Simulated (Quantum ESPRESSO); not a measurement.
# Pd in Quantum ESPRESSO: notebook, part 2 of 3

Quantum ESPRESSO 7.5. The steps go on from the part before.

**3. Work function, revPBE**

The input, pw.in:

```
&CONTROL
  calculation = 'scf'
  prefix = 'pwscf'
  outdir = './tmp'
  pseudo_dir = './pseudo'
  tprnfor = .true.
  disk_io = 'low'
/
&SYSTEM
  ibrav = 0
  celldm(1) = 8
  nat = 5
  ntyp = 1
  ecutwfc = 70
  nbnd = 58
  input_dft = 'revpbe'
  occupations = 'smearing'
  smearing = 'fd'
  degauss = 0.00367493
/
&ELECTRONS
  conv_thr = 5d-09
  electron_maxstep = 150
  mixing_beta = 0.3
  mixing_mode = 'local-TF'
/
ATOMIC_SPECIES
Pd   106.4200 Pd_ONCV_PBE-1.2.upf
CELL_PARAMETERS alat
  0.6497123980372   0.0000000000000   0.0000000000000
 -0.3248561990186   0.5626674418539  -0.0000000000000
  0.0000000000000   0.0000000000000   5.6651882900083
ATOMIC_POSITIONS crystal
Pd     0.6666666667    0.3333333333    0.3127200988
Pd     0.3333333333    0.6666666667    0.4063600494
Pd     0.0000000000    0.0000000000    0.5000000000
Pd     0.6666666667    0.3333333333    0.5936399506
Pd     0.3333333333    0.6666666667    0.6872799012
K_POINTS automatic
9 9 1 0 0 0
```

The input, pp_density.in:

```
&INPUTPP
  prefix = 'pwscf'
  outdir = './tmp'
  filplot = 'density.dat'
  plot_num = 0
/
&PLOT
  nfile = 1
  filepp(1) = 'density.dat'
  iflag = 3
  output_format = 6
  fileout = 'density.cube'
/
```

The input, pp_potential.in:

```
&INPUTPP
  prefix = 'pwscf'
  outdir = './tmp'
  filplot = 'potential.dat'
  plot_num = 11
/
&PLOT
  nfile = 1
  filepp(1) = 'potential.dat'
  iflag = 3
  output_format = 6
  fileout = 'potential.cube'
/
```

The input, pp_elf.in:

```
&INPUTPP
  prefix = 'pwscf'
  outdir = './tmp'
  filplot = 'elf.dat'
  plot_num = 8
/
&PLOT
  nfile = 1
  filepp(1) = 'elf.dat'
  iflag = 3
  output_format = 6
  fileout = 'elf.cube'
/
```

Potentials or basis: SG15 PBE 1.2.

Started as:

```sh
$ OMP_NUM_THREADS=1 mpirun -n 2 pw.x -nk 2 -in pw.in > pw.out
$ OMP_NUM_THREADS=1 mpirun -n 1 pp.x -in pp_density.in > pp_density.out
$ OMP_NUM_THREADS=1 mpirun -n 1 pp.x -in pp_potential.in > pp_potential.out
$ OMP_NUM_THREADS=1 mpirun -n 1 pp.x -in pp_elf.in > pp_elf.out
```

pw.out:

```text
This program is part of the open-source Quantum ESPRESSO suite
     for quantum simulation of materials; please cite
         "P. Giannozzi et al., J. Phys.:Condens. Matter 21 395502 (2009);
         "P. Giannozzi et al., J. Phys.:Condens. Matter 29 465901 (2017);
         "P. Giannozzi et al., J. Chem. Phys. 152 154105 (2020);
     in publications or presentations arising from this work. More details at

     IMPORTANT: XC functional enforced from input :
     Exchange-correlation= REVPBE
                           (   1   4   4   4   0   0   0)
     Any further DFT definition will be discarded
     Please, verify this is what you really want

     Message from routine setup:
     using ibrav=0 with symmetry is DISCOURAGED, use correct ibrav instead

     K-points division:     npool     =       2
     Subspace diagonalization in iterative solution of the eigenvalue problem:
     a serial algorithm will be used

     G-vector sticks info
     --------------------
     sticks:   dense  smooth     PW     G-vecs:    dense   smooth      PW
     Sum         511     511    163                83719    83719   13891

     Using Slab Decomposition

     bravais-lattice index     =            0
     lattice parameter (alat)  =       8.0000  a.u.
     unit-cell volume          =    1060.3696 (a.u.)^3
     number of atoms/cell      =            5
     number of atomic types    =            1
     number of electrons       =        90.00
     number of Kohn-Sham states=           58
     kinetic-energy cutoff     =      70.0000  Ry
     charge density cutoff     =     280.0000  Ry
     scf convergence threshold =      5.0E-09
     mixing beta               =       0.3000
     number of iterations used =            8  local-TF  mixing
     Exchange-correlation= REVPBE
                           (   1   4   4   4   0   0   0)

     celldm(1)=   8.000000  celldm(2)=   0.000000  celldm(3)=   0.000000
     celldm(4)=   0.000000  celldm(5)=   0.000000  celldm(6)=   0.000000

     crystal axes: (cart. coord. in units of alat)
               a(1) = (   0.649712   0.000000   0.000000 )
               a(2) = (  -0.324856   0.562667  -0.000000 )
               a(3) = (   0.000000   0.000000   5.665188 )

     reciprocal axes: (cart. coord. in units 2 pi/alat)
               b(1) = (  1.539143  0.888624 -0.000000 )
               b(2) = (  0.000000  1.777249  0.000000 )
               b(3) = ( -0.000000  0.000000  0.176517 )

     PseudoPot. # 1 for Pd read from file:
     Pd_ONCV_PBE-1.2.upf
     Pseudo is Norm-conserving, Zval = 18.0
     Generated using ONCVPSP code by D. R. Hamann
     Using radial grid of  602 points,  6 beta functions with:
                l(1) =   0
                l(2) =   0
                l(3) =   1
                l(4) =   1
                l(5) =   2
                l(6) =   2

     atomic species   valence    mass     pseudopotential
     Pd               18.00   106.42000     Pd( 1.00)

     12 Sym. Ops., with inversion, found

   Cartesian axes

     site n.     atom                  positions (alat units)
         1        Pd     tau(   1) = (   0.3248562   0.1875558   1.7716182  )
         2        Pd     tau(   2) = (  -0.0000000   0.3751116   2.3021062  )
         3        Pd     tau(   3) = (   0.0000000   0.0000000   2.8325941  )
         4        Pd     tau(   4) = (   0.3248562   0.1875558   3.3630821  )
         5        Pd     tau(   5) = (  -0.0000000   0.3751116   3.8935700  )

     number of k points=    12  Fermi-Dirac smearing, width (Ry)=  0.0037
                       cart. coord. in units 2pi/alat
        k(    1) = (   0.0000000   0.0000000   0.0000000), wk =   0.0246914
        k(    2) = (   0.0000000   0.1974721   0.0000000), wk =   0.1481481
        k(    3) = (   0.0000000   0.3949442   0.0000000), wk =   0.1481481
        k(    4) = (   0.0000000   0.5924162   0.0000000), wk =   0.1481481
        k(    5) = (   0.0000000   0.7898883   0.0000000), wk =   0.1481481
        k(    6) = (   0.1710158   0.2962081   0.0000000), wk =   0.1481481
        k(    7) = (   0.1710158   0.4936802   0.0000000), wk =   0.2962963
        k(    8) = (   0.1710158   0.6911523   0.0000000), wk =   0.2962963
        k(    9) = (   0.1710158   0.8886244   0.0000000), wk =   0.1481481
        k(   10) = (   0.3420317   0.5924162   0.0000000), wk =   0.1481481
        k(   11) = (   0.3420317   0.7898883   0.0000000), wk =   0.2962963
        k(   12) = (   0.5130475   0.8886244   0.0000000), wk =   0.0493827

     Dense  grid:    83719 G-vectors     FFT dimensions: (  27,  27, 243)

     Initial potential from superposition of free atoms

     starting charge      89.7763, renormalised to      90.0000

     negative rho (up, down):  2.656E-04 0.000E+00
     Starting wfcs are random

     Self-consistent Calculation

     iteration #  1     ecut=    70.00 Ry     beta= 0.30
     Davidson diagonalization with overlap
     ethr =  1.00E-02,  avg # of iterations = 10.9

     Threshold (ethr) on eigenvalues was too large:
     Diagonalizing with lowered threshold

     Davidson diagonalization with overlap
     ethr =  2.66E-04,  avg # of iterations =  2.5

     negative rho (up, down):  1.858E-07 0.000E+00

     total energy              =   -1267.09925000 Ry
     estimated scf accuracy    <       0.24863667 Ry

     iteration #  2     ecut=    70.00 Ry     beta= 0.30
     Davidson diagonalization with overlap
     ethr =  2.76E-04,  avg # of iterations =  1.7

     total energy              =   -1267.09528375 Ry
     estimated scf accuracy    <       0.23708044 Ry

     iteration #  3     ecut=    70.00 Ry     beta= 0.30
     Davidson diagonalization with overlap
     ethr =  2.63E-04,  avg # of iterations =  1.0
[... 102 lines left out ...]
     iteration # 16     ecut=    70.00 Ry     beta= 0.30
     Davidson diagonalization with overlap
     ethr =  2.31E-10,  avg # of iterations =  4.2

     negative rho (up, down):  4.390E-06 0.000E+00

     total energy              =   -1267.06721286 Ry
     estimated scf accuracy    <       0.00000002 Ry

     iteration # 17     ecut=    70.00 Ry     beta= 0.30
     Davidson diagonalization with overlap
     ethr =  1.81E-11,  avg # of iterations =  1.9

     End of self-consistent calculation

          k = 0.0000 0.0000 0.0000 ( 10345 PWs)   bands (ev):

   -77.4568 -77.4048 -77.3976 -77.0266 -77.0266 -43.3258 -43.1663 -43.0383
   -43.0163 -43.0163 -42.9655 -42.9655 -42.9569 -42.9569 -42.6675 -42.6675
   -42.6675 -42.6675 -42.5851 -42.5838  -0.0099   0.8283   1.4849   1.7749
     1.8480   3.8522   3.9419   3.9555   3.9555   4.0307   4.0307   4.1521
     4.1521   4.3847   4.4152   4.4152   4.4431   4.4431   5.5157   5.5157
     5.6261   5.6446   5.6446   5.9954   5.9954   6.4627   6.4627   6.6926
     6.6926   7.4819   8.1862  11.5950  12.0196  13.0369  14.6561  15.4005
    17.2788  17.9962

          k = 0.0000 0.1975 0.0000 ( 10400 PWs)   bands (ev):

   -77.4519 -77.4005 -77.3940 -77.0224 -77.0224 -43.3141 -43.1666 -43.0530
   -43.0434 -43.0267 -42.9968 -42.9913 -42.9747 -42.9647 -42.7038 -42.7037
   -42.6764 -42.6764 -42.5812 -42.5804   0.3738   1.1935   1.7985   2.1074
     2.1610   3.5823   3.6780   3.7578   4.0187   4.0777   4.1927   4.2058
     4.2243   4.3513   4.4012   4.4572   4.6189   4.6861   4.8411   5.3233
     5.3433   5.6479   5.6722   5.8453   5.9976   6.1114   6.4659   6.7096
     7.0041   8.4478   9.3898  11.9190  12.3748  13.3282  14.9742  15.5606
    17.5946  18.2328
[... 91 lines left out ...]
   -77.4112 -77.3656 -77.3652 -76.9881 -76.9881 -43.3046 -43.2762 -43.2371
   -43.1953 -43.1428 -43.1185 -43.1077 -43.0901 -43.0624 -42.9194 -42.9189
   -42.8150 -42.8147 -42.5544 -42.5544   2.1666   2.3912   2.5475   2.6969
     2.8986   2.9831   3.1486   3.3415   3.4886   3.7276   4.0829   4.2401
     4.4609   4.5558   4.9130   5.0103   5.0907   5.3987   5.7203   5.8686
     6.0654   6.3841   6.6180   6.7142   6.8746  10.3827  10.8902  11.6961
    12.8069  13.6120  14.6446  15.0220  15.5435  16.1957  16.6402  17.2393
    17.5859  17.7887

          k = 0.5130 0.8886 0.0000 ( 10473 PWs)   bands (ev):

   -77.4087 -77.3634 -77.3634 -76.9859 -76.9859 -43.2619 -43.2619 -43.2533
   -43.1874 -43.1805 -43.1805 -43.0910 -43.0910 -43.0856 -42.8849 -42.8846
   -42.8731 -42.8731 -42.5527 -42.5527   2.5761   2.5761   2.5956   2.9791
     3.0227   3.0227   3.1996   3.4489   3.4489   3.9164   4.0768   4.0768
     4.4992   4.5396   4.5396   4.5432   5.2969   5.2969   5.5027   5.6238
     6.3163   6.3163   6.4908   6.5628   6.5628  13.0269  13.0269  13.1921
    13.5603  13.9453  13.9453  14.9570  14.9570  15.4980  16.1500  16.1788
    16.1788  18.2766

     the Fermi energy is     6.7393 ev

!    total energy              =   -1267.06721286 Ry
     estimated scf accuracy    <          2.7E-09 Ry
     smearing contrib. (-TS)   =      -0.00791878 Ry
     internal energy E=F+TS    =   -1267.05929408 Ry

     The total energy is F=E-TS. E is the sum of the following terms:
     one-electron contribution =   -9914.05028487 Ry
     hartree contribution      =    4970.32955444 Ry
     xc contribution           =    -124.41276634 Ry
     ewald contribution        =    3801.07420268 Ry

     convergence has been achieved in  17 iterations

     Forces acting on atoms (cartesian axes, Ry/au):

     atom    1 type  1   force =     0.00000000   -0.00000000   -0.01810551
     atom    2 type  1   force =     0.00000000   -0.00000000    0.00329889
     atom    3 type  1   force =     0.00000000    0.00000000    0.00000000
     atom    4 type  1   force =    -0.00000000    0.00000000   -0.00329889
     atom    5 type  1   force =     0.00000000    0.00000000    0.01810551

     Total force =     0.026027     Total SCF correction =     0.000370

=------------------------------------------------------------------------------=
   JOB DONE.
=------------------------------------------------------------------------------=
```

It took 6.8 min on 2 MPI ranks of Intel Xeon at 2.50GHz (Skylake/Cascade Lake), shared host; peak memory 0.44 GiB.

What came out:

```
Free energy                     : -17239.3277 eV
Largest force                   : 0.466 eV/Å
Band gap on the k mesh          : none (metal or under the smearing width)
Work function of the upper face : 5.09 eV
Work function of the lower face : 5.09 eV
```

Forces on the atoms (eV/Å):
```
Pd   0.000  0.000 -0.466
Pd   0.000  0.000  0.085
Pd   0.000  0.000  0.000
Pd   0.000  0.000 -0.085
Pd   0.000  0.000  0.466
```

Levels at points of the mesh, in eV from the Fermi level:
```
           k point  band 42  band 43  band 44  band 45  band 46  band 47  band 48  band 49
(0.00, 0.00, 0.00)    -1.09    -1.09    -0.74    -0.74    -0.28    -0.28    -0.05    -0.05
```

Caveat: the potentials were made for another functional, which shifts forces and pressure.

(Part 2 of 3 ends here.)
